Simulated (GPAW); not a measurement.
Here is a GPAW 26.7.0 calculation.

File run.py:

```python
import numpy as np
from ase.dft.bandgap import bandgap
from ase.io import read, write
from ase.units import GPa
from gpaw import GPAW, PW
from gpaw.spinorbit import soc_eigenstates

atoms = read('TaO.xyz')

calc = GPAW(mode=PW(800),
            xc='PBE',
            kpts={'size': (10, 10, 7), 'gamma': True},
            occupations={'name': 'fermi-dirac', 'width': 0.05},
            nbands=20,
            convergence={'density': 1e-05, 'energy': 1e-05},
            maxiter=150,
            txt='gpaw.txt')
atoms.calc = calc
energy = atoms.get_potential_energy()
forces = atoms.get_forces()
stress = atoms.get_stress()
calc.write('gs.gpw')
write('result.traj', atoms)
print(f'Energy: {energy:.6f} eV')
print('Forces (eV/A):')
print(forces.round(4))
print('Stress (GPa):', (stress / GPa).round(3))
print('Fermi level:', round(calc.get_fermi_level(), 4), 'eV')
print(f'Gap: {bandgap(calc)[0]:.4f} eV, direct: {bandgap(calc, direct=True)[0]:.4f} eV')

path = atoms.cell.bandpath('GMKGALHA,LM,KH', npoints=60, eps=1e-4)
bs_calc = calc.fixed_density(kpts=path, symmetry='off', nbands=31,
                             convergence={'bands': 'CBM+6.0', 'eigenstates': 1e-6}, txt='bands.txt')
bs = bs_calc.band_structure()
bs.write('bs.json')
print(f'Gap on the path: {bandgap(bs_calc)[0]:.4f} eV')

soc = soc_eigenstates(bs_calc, theta=0, phi=0)
np.savetxt('soc_bands.dat', soc.eigenvalues(), fmt='%.4f')
mesh = soc_eigenstates('gs.gpw', theta=0, phi=0)
np.savetxt('soc_mesh.dat', mesh.eigenvalues(), fmt='%.4f')
print('Fermi level with spin-orbit coupling:', round(mesh.fermi_level, 4), 'eV')
```

File TaO.xyz:

```xyz
2
Lattice="3.0661116177 0.0000000000 0.0000000000 -1.5330558089 2.6553305518 0.0000000000 0.0000000000 0.0000000000 3.8550200000" Properties=species:S:1:pos:R:3 pbc="T T T"
Ta     0.0000000000      0.0000000000      1.9275100000
O      0.0000000000      0.0000000000      0.0000000000
```

Potentials or basis: GPAW PAW data sets (gpaw-data 1.2.1), pw.

Launch:

```bash
$ OMP_NUM_THREADS=1 python run.py
```

Problem. Predict the band gap along the path.

Solution. None (metal or under the smearing width).

Problem. Predict the pressure.

Solution. 1.0 GPa.

Stress tensor (GPa, compression positive):
```
-0.09  0.00  0.00
 0.00 -0.09  0.00
 0.00  0.00  3.07
```

Caveat: spin-orbit coupling was added after a scalar SCF, so levels and gaps hold it while energy, forces, pressure and moments don't; this program's spin-orbit splittings come out too wide for heavy elements.
